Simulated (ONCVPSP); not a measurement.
# Pseudopotential generation for K: ONCV, PBEsol

Task: generate the file, and judge it by its errors in other configurations, its logarithmic derivatives, its ghosts and its cutoff.

The numbers are computed with ONCVPSP 4.0.1 (PBEsol, scalar-relativistic, spin-unpolarised reference atom).

## 1. The design

Typed settings, in words:

```json
{
  "element": "potassium (K, Z = 19)",
  "type": "optimised norm-conserving Vanderbilt (ONCV)",
  "frozen core": "[Ne]",
  "valence charge": "9",
  "reference configuration": "3s2 3p6 4s1",
  "partial waves": "3s+4s: rc 2.20 bohr, ncon 4, nbas 7, qcut 6.3 1/bohr, 2 projectors; 3p: rc 2.05 bohr, ncon 3, nbas 6, qcut 5.3 1/bohr, 1 projector; d scattering state at 0.36 Ha: rc 2.05 bohr, ncon 3, nbas 6, qcut 4 1/bohr, local",
  "local potential": "the d channel",
  "core correction": "not asked for"
}
```

The outer shells as boxes (Hund's rule for the drawing; the calculation is spin-unpolarised):

```
[Ne] core
3s [↑↓]
3p [↑↓][↑↓][↑↓]
4s [↑ ]
```

The nodes and maxima of the atom's own shells, from an earlier all-electron run, set the scale for the radii.

All-electron outer shells of the reference configuration (PBEsol, scalar-relativistic, ld1.x):

```tsv
shell	level (eV)	outermost node (bohr)	outermost maximum (bohr)
2p	-279.90	–	0.26
3s	-35.27	0.48	1.08
3p	-18.80	0.45	1.15
4s	-2.30	1.59	4.23
4p	-0.79	1.88	5.71
```

## 2. Generation

The input, K.dat:

```
# ATOM AND REFERENCE CONFIGURATION
# atsym  z   nc   nv     iexc    psfile
  K 19.00    3    3  -116133      upf
#
#   n    l    f
    1    0    2.00
    2    0    2.00
    2    1    6.00
    3    0    2.00
    3    1    6.00
    4    0    1.00
#
# PSEUDOPOTENTIAL AND OPTIMIZATION
# lmax
    2
#
#   l,   rc,      ep,       ncon, nbas, qcut
    0    2.20    0.00    4    7    6.30
    1    2.05    0.00    3    6    5.30
    2    2.05    0.36    3    6    4.00
#
# LOCAL POTENTIAL
# lloc, lpopt,  rc(5),   dvloc0
    2    5    2.05    0.00
#
# VANDERBILT-KLEINMAN-BYLANDER PROJECTORs
# l, nproj, debl
    0    2    1.70
    1    1    1.20
    2    0    2.40
#
# MODEL CORE CHARGE
# icmod, fcfact, rcfact
    0    0.00    0.00
#
# LOG DERIVATIVE ANALYSIS
# epsh1, epsh2, depsh
   -3.00    5.00    0.02
#
# OUTPUT GRID
# rlmax, drl
    6.00    0.01
#
# TEST CONFIGURATIONS
# ncnf
    4
# nvcnf
#   n    l    f
    3
    3    0    2.00
    3    1    6.00
    4    0    0.00
#
    3
    3    0    2.00
    3    1    6.00
    4    0    0.50
#
    4
    3    0    2.00
    3    1    6.00
    4    0    0.00
    4    1    1.00
#
    3
    3    0    1.00
    3    1    6.00
    4    0    1.00
#
```

Run with:

```
$ oncvpsp.x < K.dat > K.out
```

**Question.** What will these runs give? Wanted: cutoffs for 1 and 0.1 mHa per electron, occupied waves; bound ghosts; GHOST(+) flags; largest test error; largest phase difference near zero energy, channels read.

The runs gave:

| quantity | value |
| --- | --- |
| cutoffs for 1 and 0.1 mHa per electron, occupied waves | 11 Ha and 13 Ha |
| bound ghosts | s at -13.16 eV |
| GHOST(+) flags | none at low energy |
| largest test error (AE − PS) | -227 meV, for 3s1 3p6 4s1 |
| largest phase difference near zero energy, channels read | 0.283 rad |

**Reading.** It has a bound ghost (s), a state that the atom doesn't have, and that rules the file out. By total energies transferability is poor: the largest error is 227 meV on 41.9 eV, for 3s1 3p6 4s1. It counts as soft on the atom at that tolerance, with 11 Ha needed at the looser tolerance. That counts occupied waves only; other projectors can need more. Near zero energy the largest phase difference among the channels read is 0.28 rad, in the d channel. The pseudo curves have a pole with no partner nearby in the atom's: s at -0.50 Ha. All of this concerns the isolated atom, not yet a solid.
